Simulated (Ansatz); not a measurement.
# As (diamond type): the cost of one run

Program: Ansatz 0.2.0. Level of theory: DFT PBEsol, with the methods named in each step. These are calculated values, not measurements.

1 further run of the same task is left out (it didn't finish). Runs told in other sessions of the task aren't counted.

### 1 The starting structure

The structure is cubic, space group Fd-3m (No. 227). The conventional cell has a = 6.003 Å, b = 6.003 Å, c = 6.003 Å, α = 90.00°, β = 90.00°, γ = 90.00°. Around As (site symmetry -43m) lie 4 As at 2.60 Å.

Structure file:

```cif
data_structure
_symmetry_space_group_name_H-M 'Fd-3m:1'
_symmetry_Int_Tables_number 227
_cell_length_a 6.0025
_cell_length_b 6.0025
_cell_length_c 6.0025
_cell_angle_alpha 90.000
_cell_angle_beta 90.000
_cell_angle_gamma 90.000
_cell_volume 216.27
loop_
_atom_site_label
_atom_site_type_symbol
_atom_site_symmetry_multiplicity
_atom_site_Wyckoff_symbol
_atom_site_fract_x
_atom_site_fract_y
_atom_site_fract_z
_atom_site_occupancy
As1 As 8 b 0.00000 0.50000 0.00000 1
```

The file gives the conventional cell by its symmetry; the runs use the cell typed in the input.

Whether this phase is the stable one at these pressures isn't tested.

Atoms are numbered in the order of the input: As1, As2.

### 2 The reference volume, LAPW

File input.yaml:

```yaml
crystal:
  lattice:
    - [0.0, 3.0012590729, 3.0012590729]
    - [3.0012590729, 0.0, 3.0012590729]
    - [3.0012590729, 3.0012590729, 0.0]
  atoms:
    - { symbol: As, position: [-0.125, -0.125, -0.125] }
    - { symbol: As, position: [0.125, 0.125, 0.125] }
kpoints:
  mp_grid: { grid: [11, 11, 11] }
  band_path:
    path:
      - [0.0, 0.0, 0.0]
      - [0.5, 0.0, 0.5]
      - [0.625, 0.25, 0.625]
      - [0.375, 0.375, 0.75]
      - [0.0, 0.0, 0.0]
      - [0.5, 0.5, 0.5]
      - [0.5, 0.25, 0.75]
      - [0.5, 0.0, 0.5]
    npoints: 14
scf:
  occupations: { method: fermi_dirac, width: 0.08 }
hamiltonian:
  xc: pbesol
  pseudopotentials: { kind: all_electron, lapw: { basis_error: 0.001 } }
output:
  forces: true
  stress: true
  eigenvalues: true
  populations: true
  dos: { projected: true, de: 0.2, e_range: [-14, 8] }
```

The run is started by

```bash
> ansatz run input.yaml --threads 1 --pin off --max-ram 2048MiB --backend cpu --events-out ev --progress --plain --runs-dir out
```

Q: Estimate wall time and peak memory on 1 thread of Arm Neoverse V1, shared host.

About 27 s, with a peak of 0.34 GiB.
